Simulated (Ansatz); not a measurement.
**Two attempts at C2H5NOSn (SnH2Me(NCO))**

Wanted: energy and forces of C2H5NOSn (SnH2Me(NCO)), revPBE0-D3(BJ)-ATM/def2-TZVP (core potential, accuracy low, paw set gaussian, start density atoms).

The results are computed with Ansatz 0.2.0.

3 further runs of the same task are left out: 2 for a known fault of the program, 1 set aside as unsound or not needed.

## (1) The system as given

C2H5NOSn: 10 atoms, total charge 0, spin state singlet. SMILES: `[H][Sn]([H])([CH3])[N]=C=O`. The shape comes from GFN2-xTB, which is rough for such elements, and wasn't checked as a minimum. This is one conformer, not always the lowest.

Bond lengths: Sn1–C4 2.153 Å, Sn1–N8 1.981 Å, N8–C9 1.185 Å, C9–O10 1.158 Å, Sn1–H2 1.672 Å, Sn1–H3 1.672 Å, C4–H5 1.084 Å, C4–H6 1.085 Å, C4–H7 1.085 Å. Some angles: C4–Sn1–N8 106.4°, Sn1–N8–C9 167.7°, N8–C9–O10 178.3°, Sn1–C4–H5 110.7°, Sn1–C4–H6 109.4°, Sn1–C4–H7 109.4°, H2–Sn1–C4 117.0°, H2–Sn1–N8 101.9°, H3–Sn1–C4 117.0°, H3–Sn1–N8 102.0°.

## (2) Try one

run.yaml reads:

```yaml
crystal:
  periodic: [false, false, false]
  atoms:
    - symbol: Sn
      position_ang: [0.793130, 0.044550, 0.637990]
    - symbol: H
      position_ang: [0.664770, -0.157870, 2.292480]
    - symbol: H
      position_ang: [2.381060, -0.158670, 0.156110]
    - symbol: C
      position_ang: [-0.289150, 1.689660, -0.232150]
    - symbol: H
      position_ang: [0.124210, 2.636780, 0.094530]
    - symbol: H
      position_ang: [-1.331150, 1.634080, 0.066820]
    - symbol: H
      position_ang: [-0.228240, 1.629030, -1.314220]
    - symbol: "N"
      position_ang: [-0.057400, -1.609100, -0.043520]
    - symbol: C
      position_ang: [-0.716280, -2.437440, -0.576620]
    - symbol: O
      position_ang: [-1.340950, -3.271010, -1.081420]
basis:
  gaussian: {orbitals: def2-TZVP}
total_charge: 0
hamiltonian: {xc: {name: revPBE0}, dispersion: d3bjatm, pseudopotentials: {relativity: dkh2}}
accuracy: low
output: {forces: true}
```

Command:

```bash
$ ansatz run run.yaml --threads 1 --pin off --max-ram 3480MiB --events-out events.jsonl --progress --plain --runs-dir runs
```

Log:

```text
Error: YAML parse error: error: line 27 column 88: unknown variant `dkh2`, expected one of scalar, none
  --> <input>:27:66
   |
25 | …def2-TZVP}
26 | …
27 | …: revPBE0}, dispersion: d3bjatm, pseudopotentials: {relativity: dkh2}}
   |                                                                  ^ unknown variant `dkh2`, expected one of scalar, none
28 | …
29 | …
   |
```

Run time: 0.03 s. Hardware: 1 thread of Intel Xeon at 2.70GHz, shared host.

## (3) What went wrong

The program refused the input.

The telling line is `|                                                                  ^ unknown variant 'dkh2', expected one of scalar, none`. The fault: the input holds a word that the program doesn't know. To mend it: relativity none in place of dkh2.

## (4) Try two

Changes to run.yaml since step 2:

```diff
@@ -26,4 +26,4 @@
 total_charge: 0
-hamiltonian: {xc: {name: revPBE0}, dispersion: d3bjatm, pseudopotentials: {relativity: dkh2}}
+hamiltonian: {xc: {name: revPBE0}, dispersion: d3bjatm, pseudopotentials: {relativity: none}}
 accuracy: low
-output: {forces: true}
+output: {forces: true, orbitals: {seedname: orbitals}}
```

Command:

```bash
$ ansatz run run.yaml --threads 1 --pin off --max-ram 3480MiB --events-out events.jsonl --progress --plain --runs-dir runs
```

Log:

```text
Warning: RAYON_NUM_THREADS=1 ignored (pool sized by the plan → 1); use --threads N
Functional definition: revPBE0
  name "revPBE0"
  parameter a = 0.25
  parameter kappa = 1.245
  parameter beta = 0.06672455060314922
  exchange = (1 - a)*pbe_x(kappa = kappa, mu = beta*pi^2/3) + a*exact_x
  correlation = pbe_c(beta = beta)
1347 factors; their error is unknown
mean field evaluation 1: about -11514.5337 eV, gradient 7.3e1 eV
mean field evaluation 2: about -11507.5363 eV, gradient 8.9e1 eV
mean field evaluation 4: about -11524.7808 eV, gradient 8.2e0 eV
mean field evaluation 8: about -11524.9094 eV, gradient 1.4e-1 eV
mean field evaluation 16: about -11524.9945 eV, gradient 2.2e-4 eV
mean field -11524.99454725 eV, -423.5357376895 hartree, gradient 4.2e-5 eV, S^2 0.000000; 0 other end points of the search recorded, 0 dependent functions left out
the calculation of the forces begins
reference -11524.99459298 eV, -423.5357393702 hartree; 27, 27 occupied and 177, 177 virtual orbitals, 1347 factors
Total energy: -11525.41858330 eV, -423.5513207271 hartree
Atom 0 at     0.793130     0.044550     0.637990 Å, force    -0.203946     0.629559    -0.164662 eV/Å
Atom 1 at     0.664770    -0.157870     2.292480 Å, force    -0.085156     0.122414     0.548434 eV/Å
Atom 2 at     2.381060    -0.158670     0.156110 Å, force     0.516120     0.121445    -0.201768 eV/Å
Atom 3 at    -0.289150     1.689660    -0.232150 Å, force     0.179659    -0.299556     0.144742 eV/Å
Atom 4 at     0.124210     2.636780     0.094530 Å, force     0.112393     0.189892     0.088985 eV/Å
Atom 5 at    -1.331150     1.634080     0.066820 Å, force    -0.139959    -0.054089     0.082029 eV/Å
Atom 6 at    -0.228240     1.629030    -1.314220 Å, force     0.049170    -0.054842    -0.154043 eV/Å
Atom 7 at    -0.057400    -1.609100    -0.043520 Å, force     0.047130    -0.062558     0.040650 eV/Å
Atom 8 at    -0.716280    -2.437440    -0.576620 Å, force     0.477579     0.622296     0.386635 eV/Å
Atom 9 at    -1.340950    -3.271010    -1.081420 Å, force    -0.952989    -1.214561    -0.771002 eV/Å
Dipole moment:     0.276217     0.811537     0.221891 e Å
```

Wall time 12 s (1 thread of Intel Xeon at 2.70GHz, shared host).

## (5) Results

At revPBE0-D3(BJ)-ATM/def2-TZVP (core potential, accuracy low, paw set gaussian, start density atoms):

| quantity | value |
| --- | --- |
| total energy | -423.55132 Eh |
| dipole moment | 4.25 D |
| HOMO energy | -7.91 eV |
| LUMO energy | -0.24 eV |
| HOMO–LUMO gap | 7.67 eV |
| dispersion energy | -40.91 kJ/mol |
| largest force on an atom | 1.726 eV/Å |

In words: Mulliken charges run from -0.61 on C4 to +0.70 on Sn1. The largest force is 1.73 eV/Å: the shape isn't a stationary point for this species at this level. The accuracy setting is loose, so the last digits carry no meaning.
